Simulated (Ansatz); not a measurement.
**C₃H₁₀ClGaOSi: a ladder of functionals and wavefunction methods**

Aim: compute C₃H₁₀ClGaOSi with functionals from several rungs and with coupled cluster, and see how far each lands from CCSD(T) at the basis-set limit for the atomisation energy.

Computed with Ansatz 0.2.0, Gaussian basis. Level: functionals in def2-TZVPP, the program's frozen cores in correlated methods.

The runs, in order: LDA (SPW92), PBE-D4, revPBE-D4, BLYP-D4, r2SCAN-D4, B97M-V, PBE0-D4, B3LYP-D4, r2SCANh-D4, r2SCAN0-D4, HSE06-D4, BHLYP-D4, CAM-B3LYP-D4, LC-ωPBE, ωB97X-V, ωB97M-V, B2PLYP, PBE-QIDH; CCSD(T)/def2-SVP; CCSD(T)/def2-TZVPP; MP2/def2-QZVPP; extrapolation to the limit; RPA on PBE.

1 further run of the same task is left out (it didn't finish).

### Step 1. The geometry

An earlier PBE0-D4 in a triple-zeta def2 set relaxation fixed the geometry.

SMILES `C[CH](C)[Ga]([Cl])[O][SiH3]`, 17 atoms, charge 0, spin multiplicity 1.

Atoms are counted from 1 here; the program's logs count them from 0.

Bond lengths: C1–C2 1.525 Å, C1–H8 1.092 Å, C1–H9 1.095 Å, C1–H10 1.094 Å, C2–C3 1.523 Å, C2–Ga4 1.965 Å, C2–H11 1.098 Å, C3–H12 1.095 Å, C3–H13 1.093 Å, C3–H14 1.092 Å, Ga4–Cl5 2.153 Å, Ga4–O6 1.777 Å, O6–Si7 1.636 Å, Si7–H15 1.487 Å, Si7–H16 1.489 Å, Si7–H17 1.489 Å. Angles: C2–C1–H8 112.3°, C2–C1–H9 110.2°, C2–C1–H10 111.6°, H8–C1–H9 107.9°, H8–C1–H10 107.6°, H9–C1–H10 107.1°, C1–C2–C3 112.7°, C1–C2–Ga4 110.9°, C1–C2–H11 108.4°, C3–C2–Ga4 112.0°, C3–C2–H11 108.6°, Ga4–C2–H11 103.8°, C2–C3–H12 110.3°, C2–C3–H13 111.6°, C2–C3–H14 112.3°, H12–C3–H13 107.2°, H12–C3–H14 107.9°, H13–C3–H14 107.4° and more.

### Step 2. LDA

This LDA is Slater exchange with PW92 correlation.

in.yaml

```yaml
crystal:
  periodic: [false, false, false]
  atoms:
    - {symbol: C, position_ang: [1.297987, -0.871262, 1.315500]}
    - {symbol: C, position_ang: [0.774693, -1.151930, -0.089408]}
    - {symbol: C, position_ang: [1.893060, -1.326541, -1.108293]}
    - {symbol: Ga, position_ang: [-0.516999, 0.222040, -0.642473]}
    - {symbol: Cl, position_ang: [-0.783011, 0.895186, -2.669808]}
    - {symbol: O, position_ang: [-1.597781, 1.034451, 0.511095]}
    - {symbol: Si, position_ang: [-2.762850, 2.181264, 0.454016]}
    - {symbol: H, position_ang: [0.491651, -0.753324, 2.042293]}
    - {symbol: H, position_ang: [1.937160, -1.694329, 1.653031]}
    - {symbol: H, position_ang: [1.904004, 0.038701, 1.344116]}
    - {symbol: H, position_ang: [0.179337, -2.073501, -0.060411]}
    - {symbol: H, position_ang: [2.548744, -2.153166, -0.814195]}
    - {symbol: H, position_ang: [2.515160, -0.430114, -1.179923]}
    - {symbol: H, position_ang: [1.512634, -1.540843, -2.109116]}
    - {symbol: H, position_ang: [-3.257915, 2.410430, 1.836872]}
    - {symbol: H, position_ang: [-3.903939, 1.749232, -0.398986]}
    - {symbol: H, position_ang: [-2.231936, 3.463705, -0.084320]}
basis:
  gaussian: {orbitals: def2-TZVPP}
hamiltonian: {xc: lda}
output: {orbitals: {seedname: orbitals}}
```

Command:

```bash
$ ansatz run in.yaml --threads 2 --pin off --events-out ev --progress --plain --max-ram 22528MiB --backend cuda --devices 0, --max-vram 18GiB
```

The runs that follow: PBE-D4 (GGA); revPBE-D4 (GGA); BLYP-D4 (GGA); r2SCAN-D4 (meta-GGA); B97M-V (meta-GGA); B3LYP-D4 (hybrid); r2SCANh-D4 (hybrid); r2SCAN0-D4 (hybrid); HSE06-D4 (hybrid); BHLYP-D4 (hybrid); CAM-B3LYP-D4 (range-separated); LC-ωPBE (range-separated); ωB97X-V (range-separated); ωB97M-V (range-separated); B2PLYP (double hybrid); PBE-QIDH (double hybrid); CCSD(T) in def2-SVP; CCSD(T) in def2-TZVPP; MP2 in def2-QZVPP; RPA on PBE orbitals.

Before running them: what should the planned runs give, taken together? Wanted: atomisation energy, CCSD(T)/CBS; farthest beyond LDA; mean size of error, GGA; mean size of error, meta-GGA; mean size of error, hybrid; mean size of error, range-separated; mean size of error, double hybrid; gap, smallest and largest; T1 diagnostic.

As calculated:

```
                               quantity                                                                                                                  value
        atomisation energy, CCSD(T)/CBS                                                                                                              64.418 eV
    functionals within 0.644 eV (1.0 %)  PBE-D4, r2SCAN-D4, B97M-V, PBE0-D4, B3LYP-D4, r2SCANh-D4, HSE06-D4, CAM-B3LYP-D4, LC-ωPBE, ωB97X-V, ωB97M-V, PBE-QIDH
                    farthest beyond LDA                                                                                                   BHLYP-D4 (-1.685 eV)
                mean size of error, GGA                                                                                                               0.768 eV
           mean size of error, meta-GGA                                                                                                               0.055 eV
             mean size of error, hybrid                                                                                                               0.633 eV
    mean size of error, range-separated                                                                                                               0.195 eV
      mean size of error, double hybrid                                                                                                               0.686 eV
              gap, smallest and largest                                                                              5.06 eV (LDA (SPW92)), 11.96 eV (LC-ωPBE)
                          T1 diagnostic                                                                                                                 0.0117
triples share of the correlation energy                                                                                                                  3.8 %
```

In words: The LDA atomisation energy is off by 7.954 eV (12 %): it overbinds. PBE-D4 misses by +0.303 eV. Double hybrids carry the basis error of their MP2 part in triple zeta, and no dispersion term here, so their miss is partly the set-up's. The rungs meta-GGA, range-separated, hybrid miss on average by less than the doubt on the reference (0.644 eV), so they tie. The reference freezes the cores and leaves out relativity and excitations past (T), and its outer-core shells are covered unevenly, so misses under about 0.644 eV can't be ranked. Hartree-Fock recovers 75 % of the binding; the rest is correlation. CCSD(T) in def2-SVP is off by -3.294 eV, more than most functionals: a good method in a small basis is no reference. The gap grows from 5.1 to 12.0 eV across the functionals, mostly with the share of exact exchange. Correlated methods include outer-core shells of Ga, which these sets cover unevenly.
